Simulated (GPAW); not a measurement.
A run of GPAW 26.7.0 is set up as follows.

The input run.py:

```python
from ase import Atoms
from ase.dft.bandgap import bandgap
from ase.io import write
from ase.units import GPa
from ase.parallel import parprint
from gpaw import GPAW, PW

atoms = Atoms(['W', 'V', 'C', 'C'],
              cell=[[1.5170411163, 0.8758640969, 4.933893193],
                    [-1.5170411163, 0.8758640969, 4.933893193],
                    [0.0, -1.7517281937, 4.933893193]],
              scaled_positions=[[0.0, 0.0, 0.0],
                                [0.5, 0.5, 0.5],
                                [0.246494, 0.246494, 0.246494],
                                [0.753506, 0.753506, 0.753506]],
              pbc=True)
atoms.set_initial_magnetic_moments([0.0, 2.0, 0.0, 0.0])

calc = GPAW(mode=PW(800),
            xc='PBE',
            kpts={'size': (7, 7, 7), 'gamma': True},
            occupations={'name': 'fermi-dirac', 'width': 0.05},
            nbands=33,
            convergence={'density': 1e-05, 'energy': 1e-05},
            maxiter=150,
            txt='gpaw.txt')
atoms.calc = calc
energy = atoms.get_potential_energy()
forces = atoms.get_forces()
stress = atoms.get_stress()
calc.write('gs.gpw')
write('result.traj', atoms)
parprint(f'Energy: {energy:.6f} eV')
parprint('Forces (eV/A):')
parprint(forces.round(4))
parprint('Stress (GPa):', (stress / GPa).round(3))
parprint('Moments:', calc.get_magnetic_moments().round(3))
parprint('Fermi level:', round(calc.get_fermi_level(), 4), 'eV')
parprint(f'Gap: {bandgap(calc)[0]:.4f} eV, direct: {bandgap(calc, direct=True)[0]:.4f} eV')

path = atoms.cell.bandpath('GLB1,BZGX,QFP1Z,LP', npoints=100, eps=1e-4)
bs_calc = calc.fixed_density(kpts=path, symmetry='off', nbands=46,
                             convergence={'bands': 'CBM+6.0', 'eigenstates': 1e-6}, txt='bands.txt')
bs = bs_calc.band_structure()
bs.write('bs.json')
parprint(f'Gap on the path: {bandgap(bs_calc)[0]:.4f} eV')
```

Potentials or basis: GPAW PAW data sets (gpaw-data 1.2.1), pw.

The run is started by

```bash
$ OMP_NUM_THREADS=1 mpirun -n 4 gpaw python run.py
```

**Question.** Estimate the net moment.

**Answer.** 0.00 μB per cell.

**Question.** What does it give for the band gap along the path?

**Answer.** None (metal or under the smearing width).

**Question.** Estimate the pressure.

**Answer.** -1.0 GPa.

**Question.** Predict the largest force.

**Answer.** 0.188 eV/Å.

Levels at the corners of the path, in eV from the Fermi level:
Spin up:
```csv
point,band 16,band 17,band 18,band 19,band 20,band 21
Γ,-1.71,-0.40,-0.40,-0.04,-0.04,0.01
L,-3.65,-0.81,-0.52,0.93,1.55,2.16
B1,-4.19,0.02,0.05,0.83,1.36,2.18
B,-4.19,0.02,0.05,0.83,1.36,2.18
Z,-3.59,-0.53,-0.53,-0.32,-0.32,0.65
Γ,-1.71,-0.40,-0.40,-0.04,-0.04,0.01
X,-4.16,-0.09,0.57,0.68,1.24,2.05
Q,-4.16,-0.09,0.57,0.68,1.24,2.05
F,-1.78,-1.73,0.73,0.93,1.02,1.67
P1,-2.16,-1.78,0.78,0.83,1.30,1.64
Z,-3.59,-0.53,-0.53,-0.32,-0.32,0.65
L,-3.65,-0.81,-0.52,0.93,1.55,2.16
P,-2.16,-1.78,0.78,0.83,1.30,1.64
```
Spin down:
| point | band 16 | band 17 | band 18 | band 19 | band 20 | band 21 |
| --- | --- | --- | --- | --- | --- | --- |
| Γ | -1.71 | -0.40 | -0.40 | -0.04 | -0.04 | 0.01 |
| L | -3.65 | -0.81 | -0.52 | 0.93 | 1.55 | 2.16 |
| B1 | -4.19 | 0.02 | 0.05 | 0.83 | 1.36 | 2.18 |
| B | -4.19 | 0.02 | 0.05 | 0.83 | 1.36 | 2.18 |
| Z | -3.59 | -0.53 | -0.53 | -0.32 | -0.32 | 0.65 |
| Γ | -1.71 | -0.40 | -0.40 | -0.04 | -0.04 | 0.01 |
| X | -4.16 | -0.09 | 0.57 | 0.68 | 1.24 | 2.05 |
| Q | -4.16 | -0.09 | 0.57 | 0.68 | 1.24 | 2.05 |
| F | -1.78 | -1.73 | 0.73 | 0.93 | 1.02 | 1.67 |
| P1 | -2.16 | -1.78 | 0.78 | 0.83 | 1.30 | 1.64 |
| Z | -3.59 | -0.53 | -0.53 | -0.32 | -0.32 | 0.65 |
| L | -3.65 | -0.81 | -0.52 | 0.93 | 1.55 | 2.16 |
| P | -2.16 | -1.78 | 0.78 | 0.83 | 1.30 | 1.64 |

Caveat: spin-orbit coupling is left out, which moves the levels of the heavy elements; the program warned that so skewed a cell can give wrong results.
